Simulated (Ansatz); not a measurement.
# NBrO (nitrosyl bromide): levels of theory compared

Aim: a comparison of 6 runs (B2PLYP/STO-3G, BHLYP/STO-3G, BLYP/STO-3G, UB3LYP/STO-3G, BCCD(T)/STO-3G, UCCSD(T)/STO-3G) of NBrO (nitrosyl bromide). 

The results are computed with Ansatz 0.2.0.

51 further runs of the same task are left out: 13 that didn't finish, 38 set aside as unsound or not needed.

## Step 1: The structure to begin with

NBrO: 3 atoms, total charge 0, spin state singlet. As SMILES, `O=NBr`. The Br3–N2 distance was set to 2.975 Å, away from the relaxed value. At this shape a bond of the SMILES string is far longer than usual.

Bond lengths: O1–N2 1.157 Å. A long bond or contact: N2–Br3 2.975 Å.

## Step 2: The energy at B2PLYP/STO-3G (run 1)

molecule.yaml

```yaml
crystal:
  periodic: [false, false, false]
  atoms:
    - symbol: O
      position_ang: [1.336326, -1.539879, 0.569747]
    - symbol: N
      position_ang: [0.320846, -1.483419, 0.017417]
    - symbol: Br
      position_ang: [-0.865960, 1.220600, -0.345330]
basis:
  gaussian:
    orbitals: STO-3G
hamiltonian:
  xc: {name: B2PLYP}
correlation:
  frozen_orbitals: {Br: 9, "N": 1, O: 1}
accuracy: high
```

Run with:

```
ansatz run molecule.yaml --threads 1 --pin off --max-ram 2610MiB --events-out events.jsonl --progress --plain --runs-dir runs
```

Log:

```text
Warning: RAYON_NUM_THREADS=1 ignored (pool sized by the plan → 1); use --threads N
Functional definition: B2PLYP
  name "B2PLYP"
  parameter a = 0.53
  parameter c = 0.27
  exchange = (1 - a)*b88_x + a*exact_x
  correlation = (1 - c)*lyp_c + c*(mp2_os + mp2_ss)
366 factors; integrals over basis functions are off by at most 3.3e-8 eV
mean field evaluation 1: about -72744.6225 eV, gradient 1.0e1 eV
mean field evaluation 2: about -72744.6001 eV, gradient 1.0e1 eV
mean field evaluation 4: about -72744.5726 eV, gradient 6.9e0 eV
mean field evaluation 8: about -72745.9741 eV, gradient 1.1e1 eV
mean field evaluation 16: about -72749.6634 eV, gradient 1.4e-4 eV
mean field evaluation 32: about -72749.3866 eV, gradient 5.6e0 eV
mean field -72749.66342107 eV, -2673.5008192313 hartree, gradient 2.6e-8 eV, S^2 0.000000; 2 other end points of the search recorded, 0 dependent functions left out; unrestricted orbitals would lower it
11 core orbitals not correlated: weight in the atoms' cores, before any rotation towards them, 1.000 or more for the frozen orbitals, at most 0.000 for the correlated occupied ones
reference -72749.66343576 eV, -2673.5008197713 hartree; 14, 14 occupied and 3, 3 virtual orbitals, 366 factors
second order -8.89113376 eV of doubles, -0.00000000 eV of singles
Total energy: -72752.06404188 eV, -2673.5890404189 hartree
```

It took 2.2 s on 1 thread of Arm Neoverse V1, shared host; peak memory 0.096 GiB.

## Step 3: A single-point energy at BHLYP/STO-3G (run 2)

in.yaml

```yaml
crystal:
  periodic: [false, false, false]
  atoms:
    - {symbol: O, position_ang: [1.336326, -1.539879, 0.569747]}
    - {symbol: "N", position_ang: [0.320846, -1.483419, 0.017417]}
    - {symbol: Br, position_ang: [-0.865960, 1.220600, -0.345330]}
basis:
  gaussian:
    orbitals: STO-3G
accuracy: high
hamiltonian:
  xc: {name: BHLYP}
```

Run with:

```
ansatz run in.yaml --threads 1 --pin off --max-ram 2610MiB --events-out events.jsonl --progress --plain --runs-dir runs
```

Log:

```text
Warning: RAYON_NUM_THREADS=1 ignored (pool sized by the plan → 1); use --threads N
Functional definition: BHLYP
  name "BHLYP"
  parameter a = 0.5
[... 1 set-up line as earlier in the session ...]
  correlation = lyp_c
366 factors; integrals over basis functions are off by at most 3.3e-8 eV
mean field evaluation 1: about -72760.5264 eV, gradient 1.0e1 eV
mean field evaluation 2: about -72670.6186 eV, gradient 1.8e1 eV
mean field evaluation 4: about -72760.8557 eV, gradient 8.8e0 eV
mean field evaluation 8: about -72761.8713 eV, gradient 1.1e1 eV
mean field evaluation 16: about -72765.6820 eV, gradient 2.3e-8 eV
mean field -72765.68200496 eV, -2674.0894913317 hartree, gradient 2.5e-8 eV, S^2 0.000000; 1 other end points of the search recorded, 0 dependent functions left out
reference -72765.68202062 eV, -2674.0894919072 hartree; 25, 25 occupied and 3, 3 virtual orbitals, 366 factors
Total energy: -72765.68202062 eV, -2674.0894919072 hartree
```

Wall time 1.8 s (1 thread of Arm Neoverse V1, shared host); peak memory 0.091 GiB.

Run 3 isn't shown in full; the table further down has it.

## Step 4: A single-point energy at UB3LYP/STO-3G (run 4)

molecule.yaml

```yaml
crystal:
  periodic: [false, false, false]
  atoms:
    - {symbol: O, position_ang: [1.336326, -1.539879, 0.569747]}
    - {symbol: N, position_ang: [0.320846, -1.483419, 0.017417]}
    - {symbol: Br, position_ang: [-0.865960, 1.220600, -0.345330]}
basis:
  gaussian: {orbitals: STO-3G}
magnetization: {spin_polarized: true}
hamiltonian: {xc: {name: B3LYP}}
accuracy: high
```

Run with:

```
ansatz run molecule.yaml --threads 1 --pin off --max-ram 2610MiB --events-out events.jsonl --progress --plain --runs-dir runs
```

Log:

```text
Warning: RAYON_NUM_THREADS=1 ignored (pool sized by the plan → 1); use --threads N
Functional definition: B3LYP
  name "B3LYP"
  parameter a0 = 0.2
  parameter ax = 0.72
  parameter ac = 0.81
  exchange = (1 - a0 - ax)*slater_x + ax*b88_x + a0*exact_x
  correlation = (1 - ac)*vwn_rpa_c + ac*lyp_c
366 factors; integrals over basis functions are off by at most 3.3e-8 eV
mean field evaluation 1: about -72758.1562 eV, gradient 1.2e1 eV
mean field evaluation 2: about -72666.3494 eV, gradient 1.7e1 eV
mean field evaluation 4: about -72759.4182 eV, gradient 8.9e0 eV
mean field evaluation 8: about -72759.3724 eV, gradient 8.9e0 eV
mean field evaluation 16: about -72764.5293 eV, gradient 2.1e-3 eV
mean field evaluation 32: about -72765.0854 eV, gradient 1.3e-6 eV
mean field evaluation 64: about -72765.0681 eV, gradient 4.9e-1 eV
mean field -72765.08543419 eV, -2674.0675677600 hartree, gradient 1.5e-8 eV, S^2 0.764495; 6 other end points of the search recorded, 0 dependent functions left out
reference -72765.08545688 eV, -2674.0675685940 hartree; 25, 25 occupied and 3, 3 virtual orbitals, 366 factors
Total energy: -72765.08545688 eV, -2674.0675685940 hartree
```

It took 6.9 s on 1 thread of Arm Neoverse V1, shared host; peak memory 0.13 GiB.

Run 5 isn't shown in full; the table further down has it.

## Step 5: A single-point energy at UCCSD(T)/STO-3G (run 6)

Changes to in.yaml since step 3:

```diff
@@ -9,4 +9,9 @@
     orbitals: STO-3G
+magnetization:
+  spin_polarized: true
 accuracy: high
-hamiltonian:
-  xc: {name: BHLYP}
+scf:
+  omitted_lower_state_checks: [cluster_reference, increment]
+correlation:
+  method: ccsd_t
+  frozen_orbitals: {Br: 9, "N": 1, O: 1}
```

Run with:

```
ansatz run in.yaml --threads 1 --pin off --max-ram 2610MiB --events-out events.jsonl --progress --plain --runs-dir runs
```

Log:

```text
Warning: RAYON_NUM_THREADS=1 ignored (pool sized by the plan → 1); use --threads N
[... 20 lines left out ...]
11 core orbitals not correlated: weight in the atoms' cores, before any rotation towards them, 1.000 or more for the frozen orbitals, at most 0.000 for the correlated occupied ones
[... 67 lines left out ...]
Total energy: -72716.98274631 eV, -2672.2998265858 hartree
Checks for a lower state left out: cluster_reference, increment
```

Wall time 3.9 s (1 thread of Arm Neoverse V1, shared host).

## Step 6: The series

| run | level | frozen core orbitals | energy (Eh) | wall time |
| --- | --- | --- | --- | --- |
| 1 | B2PLYP/STO-3G | 11 | -2673.589040 | 2.2 s |
| 2 | BHLYP/STO-3G | – | -2674.089492 | 1.8 s |
| 3 | BLYP/STO-3G | – | -2673.940037 | 3.9 s |
| 4 | UB3LYP/STO-3G | – | -2674.067569 | 6.9 s |
| 5 | BCCD(T)/STO-3G | 11 | -2672.308048 | 0.91 s |
| 6 | UCCSD(T)/STO-3G | 11 | -2672.299827 | 3.9 s |

## Step 7: Outcome

| quantity | value |
| --- | --- |
| run 6: total energy | -2672.29983 Eh |
| run 6: correlation energy (11 core orbitals frozen) | -129.3 mEh |
| run 6: (T) correction | -2.01 mEh |
| run 6: ⟨S²⟩ of the reference determinant | 1.227 |
| run 6: T1 diagnostic | 0.042 |

In words: Totals of different functionals can't be ranked against each other. In runs 1, 5 the log says that unrestricted orbitals would lower the reference, so the values rest on an unstable closed-shell determinant (other closed-shell runs at this shape may share the fault). In runs 1, 2, 3, 4, 5, 6 the basis is minimal, so the values are rough. Spin contamination of the reference: run 6 ⟨S²⟩ = 1.23, run 4 ⟨S²⟩ = 0.76. Where it is this large, the reference is a mixture of spin states, and values that rest on it are in doubt. All runs together took 20 s, the longest 6.9 s.
